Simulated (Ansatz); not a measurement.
## NiMoIrPdW: band structure with LDA

The system is NiMoIrPdW.

```
Ni Mo Pd Ir W
1.0
    -1.37004    1.37004    9.71647
     1.37004   -1.37004    9.71647
     1.37004    1.37004   -9.71647
Ni Mo Pd Ir W
1 1 1 1 1
Direct
  0.19862 0.19862 0.00000
  0.60922 0.60922 0.00000
  0.79310 0.79310 0.00000
  0.39944 0.39944 0.00000
  0.99565 0.99565 0.00000
```

The cell was built by a generator and needn't be a form met in nature.

```json
{
  "Program": "Ansatz 0.2.0",
  "Task": "band structure",
  "Functional": "LDA",
  "Potentials or basis": "Ansatz PAW",
  "Cutoff": "420 eV (not typed: the program's choice for these potentials)",
  "k mesh": "13 × 13 × 13",
  "Occupations": "fermi-dirac, width 0.05 eV",
  "Spin": "collinear spin, ferromagnetic start",
  "Starting moments": "[1.0, 1.0, 0.0, 0.6, 0.0] μB",
  "Path": "[[\"G\", \"X\", \"Y\", \"S\", \"G\", \"Z\", \"S1\", \"N\", \"P\", \"Y1\", \"Z\"], [\"X\", \"P\"]]",
  "Points for each segment of the path": "14"
}
```

| Quantity | Value |
| --- | --- |
| Pressure | -14.7 GPa |
| Largest force | 0.264 eV/Å |
| Band gap on the k mesh | none (metal or under the smearing width) |
| Net moment | 0.00 μB per cell |
| Absolute moment | 0.00 μB per cell |

Forces in eV/Å, atoms in the order of the input:
```
Ni   0.000  0.000 -0.106
Mo   0.000  0.000  0.185
Pd   0.000  0.000  0.032
Ir   0.000  0.000  0.153
W    0.000  0.000 -0.264
```

Stress tensor (GPa, compression positive):
```
-14.79   0.00   0.00
  0.00 -14.79   0.00
  0.00   0.00 -14.48
```

Levels at the corners of the path, in eV from the Fermi level:
Spin up:
```
point  band 38  band 39  band 40  band 41  band 42  band 43
    Γ    -0.89    -0.89    -0.63     0.16     0.26     1.16
    X     0.16     0.28     1.92     1.93     2.38     2.74
    Y     0.14     0.29     1.84     1.99     2.38     2.74
    S    -1.06    -0.75    -0.49     0.14     0.72     0.81
    Γ    -0.89    -0.89    -0.63     0.16     0.26     1.16
    Z    -0.69    -0.69    -0.63    -0.04     0.27     0.30
   S1    -1.06    -0.75    -0.49     0.14     0.72     0.81
    N    -1.09    -0.86    -0.75     0.38     0.67     0.81
    P     0.16     1.08     1.08     1.92     2.38     2.73
   Y1     0.14     0.29     1.84     1.99     2.38     2.74
    Z    -0.69    -0.69    -0.63    -0.04     0.27     0.30
    X     0.16     0.28     1.92     1.93     2.38     2.74
    P     0.16     1.08     1.08     1.92     2.38     2.73
```
Spin down:
```tsv
point	band 36	band 37	band 38	band 39	band 40	band 41	band 42	band 43	band 44	band 45
Γ	-1.12	-1.03	-0.89	-0.89	-0.63	0.16	0.26	1.16	1.28	1.28
X	-0.39	0.14	0.16	0.28	1.92	1.93	2.38	2.74	2.90	4.82
Y	-0.39	0.13	0.14	0.29	1.84	1.99	2.38	2.74	2.91	4.79
S	-1.61	-1.42	-1.06	-0.75	-0.49	0.14	0.72	0.81	1.38	1.38
Γ	-1.12	-1.03	-0.89	-0.89	-0.63	0.16	0.26	1.16	1.28	1.28
Z	-1.26	-1.12	-0.69	-0.69	-0.63	-0.04	0.27	0.30	1.10	1.10
S1	-1.61	-1.42	-1.06	-0.75	-0.49	0.14	0.72	0.81	1.38	1.38
N	-1.52	-1.15	-1.09	-0.86	-0.75	0.38	0.67	0.81	1.26	1.39
P	-0.39	0.14	0.16	1.08	1.08	1.92	2.38	2.73	3.84	3.84
Y1	-0.39	0.13	0.14	0.29	1.84	1.99	2.38	2.74	2.91	4.79
Z	-1.26	-1.12	-0.69	-0.69	-0.63	-0.04	0.27	0.30	1.10	1.10
X	-0.39	0.14	0.16	0.28	1.92	1.93	2.38	2.74	2.90	4.82
P	-0.39	0.14	0.16	1.08	1.08	1.92	2.38	2.73	3.84	3.84
```

Run time: 2.1 min on 1 × NVIDIA H100 80GB HBM3 with 2 threads of AMD EPYC 7R13 Processor (Zen 3) (shared host), peak memory 1.4 GiB.

Caveat: spin-orbit coupling is left out, which moves the levels of the heavy elements; the PAW data sets come from PBE, with cores solved anew for the run's functional, which leaves a small shift of forces and pressure; the starting moments weren't kept.
